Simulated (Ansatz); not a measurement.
Write a Python script for Ansatz's Python interface that makes energies of removing a hydrogen of GeH₄S₂, SMILES [SH][GeH2][SH]. Use (for the species named): Hartree-Fock, def2-TZVP basis, multiplicity 1.

```xyz
7

S    -2.1338    0.0858   -0.0612
Ge    0.0027    0.4468    0.1248
S     0.9798   -1.5036    0.4248
H    -1.9351   -0.6937   -1.1960
H     0.5536    1.1016   -1.1847
H     0.2870    1.3909    1.3357
H     2.3070   -0.8958    0.5109
```

Script `geh4s2.py`:
```python
import ansatz as az


def total_energy(molecule, charge=0, unpaired=0):
    calc = molecule.calculation().basis(gaussian='def2-TZVP').functional('hf')
    if charge:
        calc = calc.charge(charge)
    if unpaired:
        calc = calc.spin('collinear', total=unpaired)
    report = calc.run(threads=1).report
    if report['published_state_doubts']:
        print('  doubts:', report['published_state_doubts'])
    return report['free_energy_ev']

def without(molecule, index):
    rest = az.Crystal.molecule()
    for i, site in enumerate(molecule.cartesian_sites):
        if i != index:
            rest = rest.atom(site.symbol, site.position_ang)
    return rest

geometry_ang = [
    ('S', (-2.1338, 0.0858, -0.0612)),
    ('Ge', (0.0027, 0.4468, 0.1248)),
    ('S', (0.9798, -1.5036, 0.4248)),
    ('H', (-1.9351, -0.6937, -1.196)),
    ('H', (0.5536, 1.1016, -1.1847)),
    ('H', (0.287, 1.3909, 1.3357)),
    ('H', (2.307, -0.8958, 0.5109)),
]
system = az.Crystal.molecule()
for symbol, xyz in geometry_ang:
    system = system.atom(symbol, xyz)

whole = total_energy(system, 0)
hydrogen = total_energy(az.Crystal.molecule().atom('H', (0, 0, 0)), 0, 1)
print(f'E(molecule) = {whole:.5f} eV, E(H) = {hydrogen:.5f} eV')
for index in [6, 5]:
    radical = total_energy(without(system, index), 0, 1)
    print(f'H{index}: homolysis {(radical + hydrogen - whole):.3f} eV')
    anion = total_energy(without(system, index), -1)
    print(f'H{index}: loss of a proton {(anion - whole):.3f} eV')
```

```console
$ python geh4s2.py
E(molecule) = -78173.45501 eV, E(H) = -13.60052 eV
H6: homolysis 2.688 eV
H6: loss of a proton 14.794 eV
H5: homolysis 2.932 eV
H5: loss of a proton 16.205 eV
```

Notes:
- The settings weren't tested for convergence.
- The geometry is a force-field or estimated start, not a minimum of this method, and the basis set is short of its limit. All parts are taken at fixed geometry, without zero-point energy.
- Hartree-Fock leaves correlation out, so bond, atomisation and ionisation energies come out well too low.
- Anions want diffuse functions, which this basis lacks.
- Finished in 46 s on 1 thread of Arm Neoverse V1, with other jobs on the host, peak memory 0.68 GiB.
